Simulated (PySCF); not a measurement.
**C3H9O2Si2−: electronic excitations**

Aim: predict the electronic excitations of C3H9O2Si2− (`C=C(C)O[SiH-]O[SiH3]`).

The runs use PySCF 2.14.0, with density-fitted response routines of our own; the level of theory stands in each step. All values are computed, except where a source is named. Atoms are numbered from 0 throughout.

### Step 1. The starting structure

16 atoms, charge -1, multiplicity 1; geometry from: GFN2-xTB.

Bonds of the start (Å): C0–C1 1.34, C1–C2 1.52, C1–O3 1.31, O3–Si4 1.73, Si4–O5 1.73, O5–Si6 1.57, C0–H7 1.08, C0–H8 1.07, C2–H9 1.09, C2–H10 1.09, C2–H11 1.09, Si4–H12 1.51, Si6–H13 1.47, Si6–H14 1.48, Si6–H15 1.48.

### Step 2. Excited states and response: PBE0/def2-SVPD

Job settings and geometry (Å):

```
{"job": {"kind": "uv", "xc": "PBE0", "basis": "def2-SVPD", "nstates": 8, "ntriplets": 3}, "charge": -1, "multiplicity": 1}
C     -2.037317    -1.389930    -0.230687
C     -1.412156    -0.367667     0.361051
C     -2.184236     0.790830     0.959365
O     -0.116772    -0.249700     0.493986
Si     1.033519    -1.485134     0.108241
O      2.463137    -0.579616     0.487028
Si     3.035410     0.873713     0.346780
H     -3.111993    -1.430286    -0.291529
H     -1.475198    -2.215471    -0.624694
H     -2.059881     0.791568     2.043284
H     -3.243567     0.720724     0.721736
H     -1.790394     1.733805     0.579907
H      1.056580    -1.259326    -1.382969
H      2.104418     1.973585     0.658931
H      3.568043     1.148214    -1.008691
H      4.162808     0.953634     1.301817
```

Level: TDDFT PBE0/def2-SVPD, vertical, gas phase, core orbitals frozen in the response.

The run is started by

```console
> OMP_NUM_THREADS=1 python probes_run.py task.json out
```

One launch serves the whole session: the jobs run in the order shown.

What will the session give for the following? lowest singlet (PBE0/def2-SVPD); brightest single state of those computed; lowest triplet. Wanted: lowest singlet; brightest single state of those computed; lowest triplet.

As calculated:

```
                                quantity                        value
         lowest singlet (PBE0/def2-SVPD)  3.28 eV (378 nm), f = 0.034
brightest single state of those computed  state 4, 4.04 eV, f = 0.097
                          lowest triplet                      3.02 eV
```

The first singlet state (HOMO→LUMO 0.96) lies at 3.28 eV and is weak; of the 8 states computed, the strongest absorption comes from state 4 at 4.04 eV. The lowest triplet lies 0.26 eV below the lowest singlet (triplets in Tamm-Dancoff, singlets in full TDDFT). The lowest singlet lies above −ε(HOMO); no detachment energy was computed, so the anion's states may not be bound.
